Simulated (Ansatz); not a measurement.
# CH5BO3: the cost of one run

Program: Ansatz 0.2.0. Level of theory: RHF/def2-SVP. These are calculated values, not measurements.

## (1) The starting structure

Bond lengths: O1–C2 1.346 Å, C2–B3 1.568 Å, B3–O4 1.486 Å, B3–O5 1.484 Å, O1–H6 1.048 Å, C2–H7 1.094 Å, C2–H8 1.126 Å, O4–H9 0.969 Å, O5–H10 1.015 Å. Angles: O1–C2–B3 107.5°, O1–C2–H7 111.5°, O1–C2–H8 111.4°, B3–C2–H7 107.7°, B3–C2–H8 107.3°, H7–C2–H8 111.0°, C2–O1–H6 107.0°, C2–B3–O4 124.8°, C2–B3–O5 120.0°, O4–B3–O5 115.1°, B3–O4–H9 103.1°, B3–O5–H10 105.7°.

Structure file:

```xyz
10

O    -1.4722    0.5985   -0.6615
C    -0.8155    0.0179    0.3594
B     0.5844   -0.4401   -0.1789
O     1.0863   -0.1909   -1.5553
O     1.5366   -1.1350    0.7234
H    -2.3955    0.9232   -0.2868
H    -1.3408   -0.8712    0.7214
H    -0.6307    0.7471    1.1978
H     1.4600    0.7008   -1.4942
H     2.0705   -0.4015    1.1776
```

## (2) End point A

The input, input.yaml:

```yaml
crystal:
  periodic: [false, false, false]
  atoms:
    - { symbol: O, position_ang: [-1.4722, 0.5985, -0.6615] }
    - { symbol: C, position_ang: [-0.8155, 0.0179, 0.3594] }
    - { symbol: B, position_ang: [0.5844, -0.4401, -0.1789] }
    - { symbol: O, position_ang: [1.0863, -0.1909, -1.5553] }
    - { symbol: O, position_ang: [1.5366, -1.135, 0.7234] }
    - { symbol: H, position_ang: [-2.3955, 0.9232, -0.2868] }
    - { symbol: H, position_ang: [-1.3408, -0.8712, 0.7214] }
    - { symbol: H, position_ang: [-0.6307, 0.7471, 1.1978] }
    - { symbol: H, position_ang: [1.46, 0.7008, -1.4942] }
    - { symbol: H, position_ang: [2.0705, -0.4015, 1.1776] }
basis:
  gaussian: { orbitals: def2-SVP }
hamiltonian:
  xc: hf
relax:
  f_tol: 0.015
  max_steps: 40
```

On the command line:

```console
$ ansatz run input.yaml --threads 1 --pin off --max-ram 2048MiB --backend cpu --events-out ev --progress --plain --runs-dir out
```

What time and memory should one allow on 1 thread of Arm Neoverse V1, shared host?

About 21 s, with a peak of 0.17 GiB.
